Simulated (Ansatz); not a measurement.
**CH₅FO₂Si: one species, many methods**

An exercise on one series of results from a longer session: the logs are not shown, and one member is left open.

Method: functionals in def2-TZVPP, the program's frozen cores in correlated methods; program: Ansatz 0.2.0, Gaussian basis.

Plan: LDA (SPW92), PBE-D4, revPBE-D4, BLYP-D4, r2SCAN-D4, B97M-V, PBE0-D4, B3LYP-D4, r2SCANh-D4, r2SCAN0-D4, HSE06-D4, BHLYP-D4, CAM-B3LYP-D4, LC-ωPBE, ωB97X-V, ωB97M-V, B2PLYP, PBE-QIDH; CCSD(T)/def2-SVP; CCSD(T)/def2-TZVPP; MP2/def2-QZVPP; extrapolation to the limit; RPA on PBE.

## Structure used throughout

An earlier PBE0-D4 in a triple-zeta def2 set relaxation fixed the geometry.

SMILES `CO[SiH](O)F`, 10 atoms, charge 0, spin multiplicity 1.

Atoms are counted from 1 here; the program's logs count them from 0.

Bond lengths: C1–O2 1.412 Å, C1–H6 1.095 Å, C1–H7 1.094 Å, C1–H8 1.091 Å, O2–Si3 1.623 Å, Si3–O4 1.619 Å, Si3–F5 1.595 Å, Si3–H9 1.471 Å, O4–H10 0.958 Å. Angles: O2–C1–H6 111.2°, O2–C1–H7 111.3°, O2–C1–H8 108.1°, H6–C1–H7 108.9°, H6–C1–H8 108.5°, H7–C1–H8 108.8°, C1–O2–Si3 125.5°, O2–Si3–O4 108.8°, O2–Si3–F5 107.9°, O2–Si3–H9 114.0°, O4–Si3–F5 111.4°, O4–Si3–H9 108.0°, F5–Si3–H9 106.8°, Si3–O4–H10 118.6°.

Set-up of the first run:

Input file in.yaml:

```yaml
crystal:
  periodic: [false, false, false]
  atoms:
    - {symbol: C, position_ang: [-1.550653, 0.308928, -0.318848]}
    - {symbol: O, position_ang: [-0.455687, -0.500485, 0.056691]}
    - {symbol: Si, position_ang: [1.106947, -0.069829, -0.026500]}
    - {symbol: O, position_ang: [1.998650, -1.188945, 0.731432]}
    - {symbol: F, position_ang: [1.258949, 1.360106, 0.664184]}
    - {symbol: H, position_ang: [-1.539491, 0.516648, -1.393830]}
    - {symbol: H, position_ang: [-1.548296, 1.258014, 0.224916]}
    - {symbol: H, position_ang: [-2.467757, -0.230985, -0.080373]}
    - {symbol: H, position_ang: [1.617108, 0.064998, -1.399175]}
    - {symbol: H, position_ang: [1.663330, -1.569648, 1.544602]}
basis:
  gaussian: {orbitals: def2-TZVPP}
hamiltonian: {xc: lda}
output: {orbitals: {seedname: orbitals}}
```

Among the steps run: LDA; PBE-D4 (GGA); revPBE-D4 (GGA); BLYP-D4 (GGA); r2SCAN-D4 (meta-GGA); B97M-V (meta-GGA); PBE0-D4 (hybrid); B3LYP-D4 (hybrid); r2SCANh-D4 (hybrid); r2SCAN0-D4 (hybrid); HSE06-D4 (hybrid); BHLYP-D4 (hybrid); CAM-B3LYP-D4 (range-separated); LC-ωPBE-D4 (range-separated; the results give it without D4); ωB97X-V (range-separated); ωB97M-V (range-separated); B2PLYP (double hybrid); PBE-QIDH (double hybrid).

One table of the session follows, with a row left open; its other results are not shown here.

It belongs to the step «Frontier levels by functional». 

| functional | HOMO (eV) | LUMO (eV) | gap (eV) |
| --- | --- | --- | --- |
| LDA (SPW92) | -7.26 | -0.19 | 7.06 |
| PBE-D4 | -7.11 | -0.04 | 7.07 |
| revPBE-D4 | -7.06 | 0.03 | 7.09 |
| BLYP-D4 | -7.03 | -0.08 | 6.96 |
| r2SCAN-D4 | -7.47 | 0.64 | 8.11 |
| B97M-V | -7.60 | 0.21 | 7.81 |
| PBE0-D4 | -8.73 | 0.87 | 9.60 |
| B3LYP-D4 | -8.49 | 0.50 | 8.99 |
| r2SCANh-D4 | -8.07 | 0.92 | 9.00 |
| r2SCAN0-D4 | -8.98 | 1.32 | 10.30 |
| HSE06-D4 | -8.32 | 0.50 | 8.83 |
| BHLYP-D4 | -10.30 | 1.55 | 11.85 |
| CAM-B3LYP-D4 | ? | ? | ? |
| LC-ωPBE | -11.57 | 3.04 | 14.61 |
| ωB97X-V | -11.23 | 2.83 | 14.07 |
| ωB97M-V | -11.15 | 2.37 | 13.52 |

Estimate the missing values for CAM-B3LYP-D4.

As computed: HOMO (eV): -10.22; LUMO (eV): 1.67; gap (eV): 11.89. In the column «HOMO (eV)» it lies between BHLYP-D4 (-10.30) and r2SCAN0-D4 (-8.98).
